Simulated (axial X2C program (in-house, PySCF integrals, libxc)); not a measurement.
# WN: EOM-EA-CCSD levels

Wanted for WN: EOM-EA-CCSD levels, at the two-component level.

Computed with an in-house X2C program for linear molecules on PySCF integrals. Level: two-component X2C with atomic mean-field terms, W dyall-acv3z, N dyall-av3z.

All values are calculated.

**1. The job**

task.json

```json
{
 "zs": [
  74,
  7
 ],
 "q": 0,
 "bas": [
  "dyall-acv3z",
  "dyall-av3z"
 ],
 "r0": 1.8,
 "eom": "ea",
 "thr": -2.0,
 "nmax": 92,
 "grid": [
  1,
  0.96,
  1.045,
  0.92,
  1.09,
  1.15
 ]
}
```

Keys: zs atomic numbers; q charge; bas basis sets; r0 starting distance in Å; eom kind of EOM run; thr threshold in hartree for freezing inner shells (an s shell follows its p shell); nmax most natural virtual spinors; grid distances as factors.

Started as:

```sh
> python soeom.py task.json out
```

Nuclei are Gaussian, cores are contracted, and the Gaunt term is on.

**2. EOM-EA-CCSD at 1.648 Å**

Reference: the closed shell WN⁺; 10 electrons correlated, 92 virtual spinors; roots sought by Ω: 1/2: 5, 3/2: 4, 5/2: 2, 7/2: 1.

Output:

```text
two-component X2C + atomic mean field  HF
basis functions 251  fitting functions 1223  grid points 5073
iter        total energy     max residual
   1     -16191.245725481     9.91e-01
   2     -16191.290637993     1.81e-02
   3     -16191.291382127     1.79e-02
   4     -16191.293533279     3.67e-03
   5     -16191.293665500     2.94e-03
   6     -16191.293770896     1.82e-03
   7     -16191.293870376     9.82e-04
   8     -16191.293961669     6.95e-04
   9     -16191.294007521     2.77e-04
  10     -16191.294012876     6.38e-05
  11     -16191.294013647     4.22e-05
  12     -16191.294014120     1.62e-05
  13     -16191.294014196     1.23e-05
  14     -16191.294014218     7.26e-06
  15     -16191.294014225     3.56e-06
  16     -16191.294014228     1.44e-06
  17     -16191.294014228     8.69e-07
converged
one-electron -22520.92806224  Coulomb 6507.16879763  exact exchange -329.85632364  xc functional 0.00000000  nuclear repulsion 166.33118644  atomic mean-field constant -14.00961242
correlated 10  virtual 334  natural virtual 92  E(MP2) -0.408198948  MP2 remainder -0.049314725
iter   CCSD correlation   residual
   1     -0.288378887   3.37e-01
   2     -0.319810085   1.93e-01
   3     -0.324737371   6.10e-02
   4     -0.327413077   4.12e-02
   5     -0.329167855   2.57e-02
   6     -0.329300180   1.65e-02
   7     -0.329356778   1.27e-02
   8     -0.329800561   9.33e-03
   9     -0.330012408   6.39e-03
  10     -0.330109141   3.30e-03
  11     -0.330175319   1.33e-03
  12     -0.330149012   6.86e-04
  13     -0.330173574   4.11e-04
  14     -0.330163039   2.36e-04
  15     -0.330162208   1.39e-04
  16     -0.330163388   7.86e-05
  17     -0.330160924   5.21e-05
  18     -0.330160745   3.75e-05
  19     -0.330159992   2.98e-05
  20     -0.330159257   2.37e-05
  21     -0.330159121   1.72e-05
  22     -0.330158542   1.14e-05
  23     -0.330158449   7.65e-06
  24     -0.330158328   5.10e-06
  25     -0.330158145   3.07e-06
  26     -0.330158142   1.81e-06
(T) -0.022357878  T1 0.0576  D1 0.0989  max T2 0.169
EOM-EA-CCSD roots
2*Omega      energy/Eh   energy/eV  one-particle weight
    1      -0.29068393     -7.9099      0.912
    1      -0.20432376     -5.5599      0.617
    1      -0.19910573     -5.4179      0.200
    1      -0.16499032     -4.4896      0.001
    1      -0.15879304     -4.3210      0.071
    3      -0.24229321     -6.5931      0.000
    3      -0.23492448     -6.3926      0.000
    3      -0.19201259     -5.2249      0.000
    3      -0.17722631     -4.8226      0.859
    5      -0.20788836     -5.6569      0.926
    5      -0.16289019     -4.4325      0.000
    7      -0.19429403     -5.2870      0.000
```

T1 in the output is the amplitude norm over the root of the electron number; divide by √2 for the Lee–Taylor value.

```
  Ω  binding energy (eV)  above lowest (cm⁻¹)                        spinor  weight
1/2                7.910                    0  58% W sσ, 14% N pσ, 10% W dσ    0.91
5/2                5.657                18170                      94% W dδ    0.93
1/2                5.560                18950  51% W pπ, 22% W dπ, 17% N pπ    0.62
3/2                4.823                24900  54% W pπ, 28% W dπ, 16% N pπ    0.86
```

Run time: 33 s. Hardware: 1 thread of Arm Neoverse N1, shared host; peak memory 0.71 GiB.

**3. EOM-EA-CCSD at 1.582 Å**

```
  Ω  binding energy (eV)  above lowest (cm⁻¹)                        spinor  weight
1/2                7.796                    0  57% W sσ, 15% N pσ, 10% W pσ    0.92
5/2                5.541                18180                      93% W dδ    0.93
3/2                4.692                25030  56% W pπ, 25% W dπ, 16% N pπ    0.85
```

Run time: 34 s. Hardware: 1 thread of Arm Neoverse N1, shared host; peak memory 0.74 GiB.

**4. EOM-EA-CCSD at 1.722 Å**

```
  Ω  binding energy (eV)  above lowest (cm⁻¹)                        spinor  weight
1/2                8.007                    0  58% W sσ, 13% N pσ, 12% W dσ    0.91
5/2                5.766                18070                      95% W dδ    0.92
1/2                5.689                18700  49% W pπ, 20% N pπ, 20% W dπ    0.76
3/2                4.964                24540  49% W pπ, 33% W dπ, 15% N pπ    0.87
```

It took 35 s on 1 thread of Arm Neoverse N1, shared host; peak memory 0.78 GiB.

**5. EOM-EA-CCSD at 1.516 Å**

```
  Ω  binding energy (eV)  above lowest (cm⁻¹)                        spinor  weight
1/2                7.654                    0  57% W sσ, 16% N pσ, 11% W pσ    0.92
5/2                5.412                18090                      92% W dδ    0.93
1/2                5.205                19760  57% W pπ, 21% W dπ, 17% N pπ    0.67
3/2                4.555                25000  58% W pπ, 22% W dπ, 17% N pπ    0.85
```

Run time: 37 s. Hardware: 1 thread of Arm Neoverse N1, shared host; peak memory 0.83 GiB.

**6. EOM-EA-CCSD at 1.796 Å**

```
  Ω  binding energy (eV)  above lowest (cm⁻¹)                        spinor  weight
1/2                8.068                    0  58% W sσ, 14% W dσ, 12% N pσ    0.90
5/2                5.842                17950                      96% W dδ    0.92
1/2                5.793                18350  47% W pπ, 27% N pπ, 13% W dπ    0.80
3/2                5.098                23950  43% W pπ, 41% W dπ, 12% N pπ    0.88
1/2                4.604                27940  40% W pσ, 40% W dσ, 10% N pσ    0.75
```

Run time: 41 s. Hardware: 1 thread of Arm Neoverse N1, shared host; peak memory 0.83 GiB.

**7. EOM-EA-CCSD at 1.895 Å**

```
  Ω  binding energy (eV)  above lowest (cm⁻¹)                        spinor  weight
1/2                8.101                    0  56% W sσ, 14% W dσ, 11% N pσ    0.89
1/2                5.923                17570   42% W pπ, 36% N pπ, 6% W dπ    0.84
5/2                5.895                17790                      97% W dδ    0.91
3/2                5.229                23160   51% W dπ, 36% W pπ, 8% N pπ    0.87
1/2                4.852                26200   42% W dσ, 38% W pσ, 8% N pσ    0.82
```

It took 44 s on 1 thread of Arm Neoverse N1, shared host; peak memory 0.83 GiB.

**8. Curves of the states**

Energies in eV from the lowest point of the lowest state; states are followed by energy order within each Ω.

```
R (Å)  (1)Ω=1/2  (1)Ω=5/2
1.516    0.7402    2.9829
1.582    0.1803    2.4346
1.648    0.0000    2.2530
1.722    0.1223    2.3632
1.796    0.4582    2.6843
1.895    1.1139    3.3198
```

**9. Summary of results**

| quantity | value |
| --- | --- |
| lowest root at 1.648 Å | Ω = 1/2, 7.910 eV |
| next root led by one particle | Ω = 5/2, about 18170 cm⁻¹ higher |
| T1 of the reference | 0.041 |

The added electron is bound by 7.91 eV in a spinor of 58% W sσ, 14% N pσ, 10% W dσ. Errors of 0.1 to 0.3 eV are usual at this size, and roots led by higher excitations are left out, so the list is incomplete, and low states of that kind can be missing. T1 or the largest double amplitude of the reference is raised, which lowers the reliability.
